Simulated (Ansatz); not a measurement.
# OTi: the cost of one run

Program: Ansatz 0.2.0, Gaussian basis. Level of theory: def2-QZVPP, core rule «outside noble gas», up to 10 orbitals frozen. These are calculated values, not measurements.

Plan: UHF; ROHF; CCSD(T) on UHF.

## 1. The geometry

The geometry is a PBE0/def2-TZVP stationary point (not a proven minimum) of the parent state, kept for this charge and spin.

2 atoms, charge 1, spin multiplicity 6.

Atoms are counted from 1 here; the program's logs count them from 0.

Bond lengths: Ti1–O2 1.842 Å.

Coordinates:

```xyz
2

Ti    0.0000    0.0000    0.0000
O     0.0000    0.0000    1.8416
```

## 2. UHF

in.yaml reads:

```yaml
crystal:
  periodic: [false, false, false]
  atoms:
    - {symbol: Ti, position_ang: [0.000000, 0.000000, 0.000000]}
    - {symbol: O, position_ang: [0.000000, 0.000000, 1.841600]}
basis:
  gaussian: {orbitals: "def2-QZVPP.json"}
total_charge: 1
magnetization: {spin_polarized: true, initial_magnetization: 5}
hamiltonian: {xc: hf}
output: {orbitals: {seedname: orbitals}}
```

Run with:

```
$ ansatz run in.yaml --threads 1 --pin off --events-out ev --progress --plain --max-ram 4096MiB --backend cpu
```

**Question.** How long does this run take on 1 thread of AMD EPYC 7R13, shared host, and how much memory does it need?

About 36 s, with a peak of 0.38 GiB.
